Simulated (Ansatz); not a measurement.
# Sm3BRh: the cost of one run

Program: Ansatz 0.2.0. Level of theory: DFT PBE, scalar-relativistic, plane waves, PAW; 4f electrons in the core of a trivalent norm-conserving potential. These are calculated values, not measurements.

### Step 1. Starting point

The structure is cubic, space group Pm-3m (No. 221). Conventional cell: a = 4.710 Å, b = 4.710 Å, c = 4.710 Å, α = 90.00°, β = 90.00°, γ = 90.00°. Sm (site symmetry 4/mmm) is surrounded by 2 B at 2.36 Å. B (site symmetry m-3m) is surrounded by 6 Sm at 2.36 Å. Rh (site symmetry m-3m) has 12 Sm at 3.33 Å as nearest neighbours.

Coordinates:

```cif
data_structure
_symmetry_space_group_name_H-M 'Pm-3m'
_symmetry_Int_Tables_number 221
_cell_length_a 4.7104
_cell_length_b 4.7104
_cell_length_c 4.7104
_cell_angle_alpha 90.000
_cell_angle_beta 90.000
_cell_angle_gamma 90.000
_cell_volume 104.52
loop_
_atom_site_label
_atom_site_type_symbol
_atom_site_symmetry_multiplicity
_atom_site_Wyckoff_symbol
_atom_site_fract_x
_atom_site_fract_y
_atom_site_fract_z
_atom_site_occupancy
Sm1 Sm 3 c 0.50000 0.50000 0.00000 1
B1 B 1 b 0.50000 0.50000 0.50000 1
Rh1 Rh 1 a 0.00000 0.00000 0.00000 1
```

Recipe of the guess: species swapped into a database cell of Pr3InN (Pm-3m, No. 221), with Sm on the Pr sites, Rh on the In sites and B on the N sites. Lengths come from tabulated atomic sizes and are only a guess.

### Step 2. A first look at the guess

Input file input.yaml:

```yaml
crystal:
  lattice:
    - [4.7104429, 0.0, 0.0]
    - [0.0, 4.7104429, 0.0]
    - [0.0, 0.0, 4.7104429]
  atoms:
    - { symbol: Sm, position: [0.5, 0.5, 0.0] }
    - { symbol: Sm, position: [0.0, 0.5, 0.5] }
    - { symbol: Sm, position: [0.5, 0.0, 0.5] }
    - { symbol: B, position: [0.5, 0.5, 0.5] }
    - { symbol: Rh, position: [0.0, 0.0, 0.0] }
basis:
  ecutwfc: 690
kpoints:
  mp_grid: { grid: [4, 4, 4] }
hamiltonian:
  xc: pbe
  pseudopotentials:
    kind: paw
    azcp: { Sm: "pseudopotentials/pbe/nc/lanthanide_3plus/Sm.nc.azcp" }
scf:
  occupations: { method: gaussian, width: 0.1 }
  lower_state_search: "off"
output:
  forces: true
  stress: true
  eigenvalues: true
```

On the command line:

```bash
$ ansatz run input.yaml --threads 1 --pin off --max-ram 2560MiB --backend cpu --events-out ev --progress --plain --runs-dir out
```

**Question.** How long does this run take on 1 thread of Arm Neoverse V2, shared host, and how much memory does it need?

About 4.8 s, with a peak of 0.4 GiB.
